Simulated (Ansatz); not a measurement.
# InSb3 under changes of volume

One of the cells (27.758 Å³/atom); the others are scaled copies at fixed shape and fractional positions:

```
CELL_PARAMETERS angstrom
4.80637 0.00000 0.00000
0.00000 4.80637 0.00000
0.00000 0.00000 4.80637
ATOMIC_POSITIONS crystal
Sb 0.50000 0.50000 0.00000
Sb 0.00000 0.50000 0.50000
Sb 0.50000 0.00000 0.50000
In 0.00000 0.00000 0.00000
```

The cell comes from a database or a generator and needn't be the stable form of this composition.

* Program: Ansatz 0.2.0
* Functional: LDA
* Potentials or basis: all-electron LAPW, scalar-relativistic
* Cutoff: 142 eV (chosen from the basis error)
* Basis error allowed: 0.002 eV/atom
* k mesh: 6 × 6 × 6
* Occupations: fermi-dirac, width 0.05 eV
* Spin: no spin polarisation

| volume (Å³/atom) | energy over the lowest point (meV/atom) | pressure (GPa) |
| --- | --- | --- |
| 26.093 | 0.00 | -0.6 |
| 26.648 | 4.29 | -1.8 |
| 27.203 | ? | ? |
| 27.758 | 24.33 | -3.8 |
| 28.313 | 39.12 | -4.6 |
| 28.868 | 56.49 | -5.3 |
| 29.424 | 76.06 | -5.9 |

What does the run at 27.203 Å³/atom give?

Energy over the lowest point 12.56 meV/atom; pressure -2.9 GPa.

Worked out: A Birch-Murnaghan fit of order 3 (a polynomial in V^(-2/3)) to the other rows has its minimum at 25.86 Å³/atom, just outside them, with B0 = V·E''(V) = 67 GPa and B' = 5.7. It gives 12.57 meV/atom at 27.203 Å³/atom, against the run's 12.56, and -dE/dV = -2.9 GPa, against -2.9.

Energies are extrapolated to zero smearing.
